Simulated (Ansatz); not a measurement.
Run this with the Ansatz DFT code, driven from Python and show what comes out.

`drho_incuo3.py`
```python
import logging
import sys
import warnings

import ansatz as az
import numpy as np

logging.basicConfig(stream=sys.stdout, format='[%(levelname)s] %(message)s')
log = logging.getLogger('ansatz_job')
log.setLevel(logging.INFO)

SIGMA = 0.1
XC = 'pbesol'
CUTOFF = 460
KGRID = (8, 8, 8)

VECTORS = np.array([
    [1.72367, 0.99516, 5.70719],
    [-1.72367, 0.99516, 5.70719],
    [0.0, -1.99032, 5.70719],
])
SITES = [
    ('In', (0.50217, 0.50217, 0.50217)),
    ('Cu', (0.99695, 0.99695, 0.99695)),
    ('O', (0.88809, 0.88809, 0.88809)),
    ('O', (0.10659, 0.10659, 0.10659)),
    ('O', (0.65667, 0.65667, 0.65667)),
]


def on_lattice(cell):
    crystal = az.Crystal(lattice=az.Lattice.of(cell))
    for symbol, position in SITES:
        crystal = crystal.atom(symbol, position)
    return crystal

warnings.simplefilter('ignore', az.DeckWarning)

def solve(crystal):
    return (
        crystal.calculation()
        .occupations(az.OccupationsMethod.FERMI_DIRAC, width=SIGMA)
        .functional(XC)
        .basis(CUTOFF, grid_basis='typed')
        .kpoints(*KGRID)
        .density()
        .run(threads=1)
    )


whole = solve(on_lattice(VECTORS))
difference = whole.density().channels[0].density_e_per_ang3.copy()
binding = whole.report['free_energy_ev']
for element in ['In', 'Cu', 'O']:
    part = az.Crystal(lattice=az.Lattice.of(VECTORS))
    for symbol, position in SITES:
        if symbol == element:
            part = part.atom(symbol, position)
    alone = solve(part)
    difference -= alone.density().channels[0].density_e_per_ang3
    binding -= alone.report['free_energy_ev']
    log.info(f'{element} sublattice: {alone.report["n_electrons"]:g} electrons, {alone.report["n_iterations"]} iterations')

voxel = abs(np.linalg.det(VECTORS)) / difference.size
log.info(f'energy of the crystal less its unpolarised sublattices: {binding / len(SITES):.4f} eV/atom')
log.info(f'net charge of the difference {difference.sum() * voxel:.5f} e, charge rearranged {0.5 * np.abs(difference).sum() * voxel:.3f} e')
log.info(f'extremes {difference.min():.4f} and {difference.max():.4f} e/A^3')
for (symbol, position) in SITES:
    index = tuple(int(round(p * n)) % n for p, n in zip(position, difference.shape))
    log.info(f'  change of the pseudo-density at the grid point nearest {symbol}: {difference[index]:+.4f} e/A^3')
profile = difference.mean(axis=(0, 1))
print('planar mean along the third vector:', np.round(profile[:: max(len(profile) // 12, 1)], 4))
```

```console
$ python drho_incuo3.py
[INFO] In sublattice: 13 electrons, 6 iterations
[INFO] Cu sublattice: 19 electrons, 7 iterations
[INFO] O sublattice: 18 electrons, 8 iterations
[INFO] energy of the crystal less its unpolarised sublattices: -3.9121 eV/atom
[INFO] net charge of the difference 0.00000 e, charge rearranged 1.395 e
[INFO] extremes -1.0049 and 0.9056 e/A^3
[INFO]   change of the pseudo-density at the grid point nearest In: +0.2934 e/A^3
[INFO]   change of the pseudo-density at the grid point nearest Cu: -1.0049 e/A^3
[INFO]   change of the pseudo-density at the grid point nearest O: +0.0376 e/A^3
[INFO]   change of the pseudo-density at the grid point nearest O: +0.0513 e/A^3
[INFO]   change of the pseudo-density at the grid point nearest O: +0.4710 e/A^3
planar mean along the third vector: [-0.009  -0.0022  0.0028 -0.0022 -0.0095 -0.013  -0.0118 -0.0091 -0.0061
  0.0028  0.0129  0.0134  0.0155  0.014   0.0016]
```

What to keep in mind:
- The cell holds an odd number of electrons and is run without spin, so a magnetic state may lie lower.
- For a metal this k-point mesh is coarse: on a finer one energies can move by several to tens of meV an atom and pressures by half a GPa or more, differences at one mesh by less.
- Without a Hubbard U or exact exchange, semilocal functionals often make such 3d compounds metallic or too weakly gapped.
- The fields are valence quantities on the plane-wave grid; their values near the nuclei depend on the potentials.
- This cell is a computed structure, which may not be the phase found in nature.
- Charge moved counts every rearrangement, bonding and polarisation too, and is no transfer between atoms; the bare sublattices are artificial references. Values near the nuclei depend on the potentials.
- The whole script took 17 s on 1 thread of Intel(R) Xeon(R) Platinum 8375C CPU @ 2.90GHz (Ice Lake), on a shared host, peak memory 0.5 GiB.
